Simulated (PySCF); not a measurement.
# [Er(NH3)]3+: forces at shaken geometries

How stiff is [Er(NH3)]3+? Its atoms are displaced at random by several amounts. The species was built from a template and needn't be a known compound.

Program: PySCF 2.14.0. Level of theory: PBE, Er lcecp-1-SVP with ECP57, N def2-SVP, H def2-SVP; scalar-relativistic core potentials, no spin–orbit coupling. These are calculated values, not measurements.

3 further runs of the same task are left out: 2 for a known fault of the program, 1 that didn't finish.

## Step 1: Starting geometry

5 atoms, charge 3, spin multiplicity 1.

Bond lengths: Er1–N2 2.290 Å, N2–H3 1.060 Å, N2–H4 1.060 Å, N2–H5 1.060 Å. Angles: Er1–N2–H3 116.1°, Er1–N2–H4 116.1°, Er1–N2–H5 116.1°, H3–N2–H4 102.1°, H3–N2–H5 102.1°, H4–N2–H5 102.1°.

Geometry (Å):

```xyz
5
ErH3N
Er    0.00000    0.00000   -0.12436
N     0.00000    0.00000    2.16590
H     0.95192    0.00004    2.63148
H    -0.47599    0.82437    2.63148
H    -0.47593   -0.82441    2.63148
```

Formal oxidation states: Er +3. Each metal's 11 4f electrons lie in its core potential, so multiplicities, spins and levels count the valence alone. An earlier session relaxed this geometry at PBE, Er lcecp-1-SVP with ECP57, N def2-SVP, H def2-SVP (singlet, point group C3v).

Its energy there is -93.349893 Eh.

## Step 2: Atoms moved at random, σ = 0.1 Å

Input file run.py (the lines that set the calculation):

```python
mol = gto.M(atom='''
Er     0.14174    -0.16501    -0.21235
N      0.07339     0.16326     2.15847
H      0.90978    -0.08080     2.56921
H     -0.70967     0.90577     2.60261
H     -0.41525    -0.82321     2.81803''',
    basis={'Er': 'lcecp-1-SVP', 'N': 'def2-SVP', 'H': 'def2-SVP'},
    ecp={'Er': 'lcecp-1-SVP'},
    charge=3, spin=0)
mf = dft.RKS(mol, xc='PBE')
mf.grids.atom_grid = (50, 194)  # f atoms: unpruned, at least (60, 302)
mf = mf.density_fit()  # fitting sets: Er AutoAux, N def2-universal-JKFIT, H def2-universal-JKFIT
mf.conv_tol = 1e-08; mf.max_cycle = 55
mf.kernel(dm0)  # dm0: the density of the relaxed state
```

Command:

```console
OMP_NUM_THREADS=2 python run.py
```

## Step 3: Atoms moved at random, σ = 0.03 Å

Input file run.py (the lines that set the calculation):

```python
mol = gto.M(atom='''
Er    -0.00865    -0.03841    -0.12902
N      0.01748     0.03216     2.14474
H      0.97719     0.03195     2.66043
H     -0.52969     0.83425     2.60028
H     -0.45632    -0.85995     2.65953''',
    basis={'Er': 'lcecp-1-SVP', 'N': 'def2-SVP', 'H': 'def2-SVP'},
    ecp={'Er': 'lcecp-1-SVP'},
    charge=3, spin=0)
mf = dft.RKS(mol, xc='PBE')
mf.grids.atom_grid = (50, 194)  # f atoms: unpruned, at least (60, 302)
mf = mf.density_fit()  # fitting sets: Er AutoAux, N def2-universal-JKFIT, H def2-universal-JKFIT
mf.conv_tol = 1e-08; mf.max_cycle = 55
mf.kernel(dm0)  # dm0: the density of the relaxed state
```

## Step 4: Atoms moved at random, σ = 0.15 Å

Input file run.py (the lines that set the calculation):

```python
mol = gto.M(atom='''
Er     0.15327    -0.07904     0.15213
N     -0.22502     0.12826     2.28843
H      0.96699    -0.08127     2.52128
H     -0.45898     0.82962     2.51714
H     -0.43627    -0.79756     2.45698''',
    basis={'Er': 'lcecp-1-SVP', 'N': 'def2-SVP', 'H': 'def2-SVP'},
    ecp={'Er': 'lcecp-1-SVP'},
    charge=3, spin=0)
mf = dft.RKS(mol, xc='PBE')
mf.grids.atom_grid = (50, 194)  # f atoms: unpruned, at least (60, 302)
mf = mf.density_fit()  # fitting sets: Er AutoAux, N def2-universal-JKFIT, H def2-universal-JKFIT
mf.conv_tol = 1e-08; mf.max_cycle = 55
mf.kernel(dm0)  # dm0: the density of the relaxed state
```

**Question.** What will these runs give? Wanted: for each run, σ; energy rise; harmonic estimate −½ F·u; largest force component.

**Answer**, as computed:

| σ (Å) | energy rise (eV) | harmonic estimate −½ F·u (eV) | largest force component (eV/Å) |
| --- | --- | --- | --- |
| 0.1 | 1.443 | 1.272 | 7.64 |
| 0.03 | 0.105 | 0.100 | 1.52 |
| 0.15 | 4.494 | 5.055 | 23.52 |

Every displacement raises the energy. For a harmonic well the rise equals −½ F·u; the two differ by at most 12 % here (a move with σ = 0.15 Å), from anharmonicity, the grid and the small forces left at the relaxed point. These are double-zeta-type bases without diffuse functions. Spin–orbit coupling is left out.
